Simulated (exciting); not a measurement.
# TiSn (Fm-3m) in exciting: reference runs

How does TiSn come out in PBEsol? The cell is run as given.

All numbers are computed with exciting (release sodium); they aren't measurements. Logs are shortened: lines on timing, memory, paths and dates and some standing lists are left out, and cuts for length are marked.

### 1 The crystal as given

The structure is cubic, space group Fm-3m (No. 225). The conventional cell has a = 5.601 Å, b = 5.601 Å, c = 5.601 Å, α = 90.00°, β = 90.00°, γ = 90.00°. Around Ti (site symmetry m-3m) lie 6 Sn at 2.80 Å. Sn (site symmetry m-3m) is surrounded by 6 Ti at 2.80 Å.

The cell was built by a generator and needn't be a form met in nature.

### 2 Single point, PBEsol

The input, input.xml:

```xml
<input>
  <title>TiSn</title>
  <structure speciespath="./" tshift="false">
    <crystal scale="1">
      <basevect>0.000000000000 5.292272498321 5.292272498321</basevect>
      <basevect>5.292272498321 0.000000000000 5.292272498321</basevect>
      <basevect>5.292272498321 5.292272498321 0.000000000000</basevect>
    </crystal>
    <species speciesfile="Ti.xml" rmt="2">
      <atom coord="0.000000000000 0.000000000000 0.000000000000"/>
    </species>
    <species speciesfile="Sn.xml" rmt="2.3">
      <atom coord="0.500000000000 0.500000000000 0.500000000000"/>
    </species>
  </structure>
  <groundstate do="fromscratch" ngridk="8 8 8" rgkmax="9" gmaxvr="14" lmaxapw="10" lmaxmat="10" lmaxvr="8" xctype="GGA_PBE_SOL" stype="Fermi Dirac" swidth="0.00183747" nempty="14" ValenceRelativity="iora*" epsengy="1e-05" epspot="1e-05" maxscl="60" tforce="true" outputlevel="normal"/>
</input>
```

Potentials or basis: all-electron LAPW+lo, shipped species files, valence relativity iora*.

Command:

```console
> OMP_NUM_THREADS=1 exciting_smp
```

INFO.OUT:

```text
================================================================================
EXCITING SODIUM started
[... 10 lines left out ...]

 Lattice vectors (cartesian) :
      0.0000000000      5.2922724983      5.2922724983
      5.2922724983      0.0000000000      5.2922724983
      5.2922724983      5.2922724983      0.0000000000

 Reciprocal lattice vectors (cartesian) :
     -0.5936188385      0.5936188385      0.5936188385
      0.5936188385     -0.5936188385      0.5936188385
      0.5936188385      0.5936188385     -0.5936188385

 Unit cell volume                           :     296.4535048583
 Brillouin zone volume                      :       0.8367255215

 Species :    1 (Ti)
     parameters loaded from                 :    Ti.xml
     name                                   :    titanium
     nuclear charge                         :     -22.00000000
     electronic charge                      :      22.00000000
     atomic mass                            :   87256.20311000
     muffin-tin radius                      :       2.00000000
     # of radial points in muffin-tin       :     350

     atomic positions (lattice) :
       1 :   0.00000000  0.00000000  0.00000000

 Species :    2 (Sn)
     parameters loaded from                 :    Sn.xml
     name                                   :    tin
     nuclear charge                         :     -50.00000000
     electronic charge                      :      50.00000000
     atomic mass                            :  216395.09200000
     muffin-tin radius                      :       2.30000000
     # of radial points in muffin-tin       :     400

     atomic positions (lattice) :
       1 :   0.50000000  0.50000000  0.50000000

 Total number of atoms per unit cell        :       2

 Spin treatment                             :    spin-unpolarised

 Number of Bravais lattice symmetries       :      48
 Number of crystal symmetries               :      48

 k-point grid                               :       8    8    8
 Total number of k-points                   :      29
 k-point set is reduced with crystal symmetries

 R^MT_min * |G+k|_max (rgkmax)              :       9.00000000
 Species with R^MT_min                      :       1 (Ti)
 Maximum |G+k| for APW functions            :       4.50000000
 Maximum |G| for potential and density      :      14.00000000

 G-vector grid sizes                        :      36    36    36
 Total number of G-vectors                  :   13803

 Maximum angular momentum used for
     APW functions                          :      10
     computing H and O matrix elements      :      10
     potential and density                  :       8
     inner part of muffin-tin               :       2

 Total nuclear charge                       :     -72.00000000
 Total electronic charge                    :      72.00000000
 Total core charge                          :      40.00000000
 Total valence charge                       :      32.00000000

 Number of empty states                     :      14
 Total number of valence states             :      31

 Maximum Hamiltonian size                   :     499
 Maximum number of plane-waves              :     469
 Total number of local-orbitals             :      30

 Exchange-correlation type                  :      22
     PBEsol, Phys. Rev. Lett. 100, 136406 (2008)
     Generalised gradient approximation (GGA)

[... 20 lines left out ...]
+ SCF iteration number :    1                                                  +
++++++++++++++++++++++++++++++++++++++++++++++++++++++++++++++++++++++++++++++++
 Total energy                               :     -7024.25703619
 _______________________________________________________________
 Fermi energy                               :         0.29549434
 Kinetic energy                             :      7364.96815335
 Coulomb energy                             :    -14185.58540639
 Exchange energy                            :      -199.49397202
 Correlation energy                         :        -4.14581113
[... 386 lines left out ...]
 RMS change in effective potential (target) :  0.270247E-08  ( 0.100000E-04)
 Absolute change in total energy   (target) :  0.579303E-06  ( 0.100000E-04)
 Charge distance                   (target) :  0.762655E-09  ( 0.100000E-04)
 Abs. change in max-nonIBS-force   (target) :   0.00000      ( 0.500000E-04)

++++++++++++++++++++++++++++++++++++++++++++++++++++++++++++++++++++++++++++++++
| Convergency criteria checked for the last 2 iterations                       +
| Convergence targets achieved. Performing final SCF iteration                 +
++++++++++++++++++++++++++++++++++++++++++++++++++++++++++++++++++++++++++++++++
 Total energy                               :     -7029.22935042
 _______________________________________________________________
 Fermi energy                               :         0.29147572
 Kinetic energy                             :      7362.38265739
 Coulomb energy                             :    -14187.79214772
 Exchange energy                            :      -199.67263443
 Correlation energy                         :        -4.14722567

 DOS at Fermi energy (states/Ha/cell)       :        24.86989496

 Electron charges :
     core                                   :        40.00000000
     core leakage                           :         0.00040198
     valence                                :        32.00000000
     interstitial                           :         4.96888875
     charge in muffin-tin spheres :
                  atom     1    Ti          :        19.50513907
                  atom     2    Sn          :        47.52597219
     total charge in muffin-tins            :        67.03111125
     total charge                           :        72.00000000

++++++++++++++++++++++++++++++++++++++++++++++++++++++++++++++++++++++++++++++++
+ Self-consistent loop stopped                                                 +
++++++++++++++++++++++++++++++++++++++++++++++++++++++++++++++++++++++++++++++++
 STATE.OUT is written

--------------------------------------------------------------------------------
- Writing atomic positions and forces                                          -
--------------------------------------------------------------------------------

 Atomic positions (lattice) :
 atom     1  Ti  :     0.00000000    0.00000000    0.00000000
 atom     2  Sn  :     0.50000000    0.50000000    0.50000000

 Total atomic forces including IBS (cartesian) :
 atom     1  Ti  :     0.00000000    0.00000000   -0.00000000
 atom     2  Sn  :    -0.00000000    0.00000000    0.00000000

 Atomic force components including IBS (cartesian) :
 atom     1  Ti  :     0.00000000    0.00000000   -0.00000000   HF force
                 :    -0.00000000    0.00000000    0.00000000   core correction
                 :     0.00000000    0.00000000   -0.00000000   IBS correction
 atom     2  Sn  :    -0.00000000   -0.00000000    0.00000000   HF force
                 :     0.00000000   -0.00000000   -0.00000000   core correction
                 :    -0.00000000   -0.00000000    0.00000000   IBS correction

********************************************************************************
[... 7 lines left out ...]
| EXCITING SODIUM stopped                                                      =
================================================================================
```

WARNINGS.OUT:

```text
Inversion symmetry is present. Consider using input%groundstate%solver%type = "inversionsymmetry"
```

Run time: 1.7 min. Hardware: 1 thread of Intel Xeon Platinum 8488C (Sapphire Rapids), shared host; peak memory 0.15 GiB.

What came out:

* Free energy: -191275.0825 eV
* Band gap on the k mesh: none (metal or under the smearing width)
* All electrons inside the program's atomic spheres: Ti 19.51; Sn 47.53 (radii Ti 2.0, Sn 2.3 bohr)

Caveat: the log's total energy holds no entropy term; the free energy is that total less TS from the occupations.
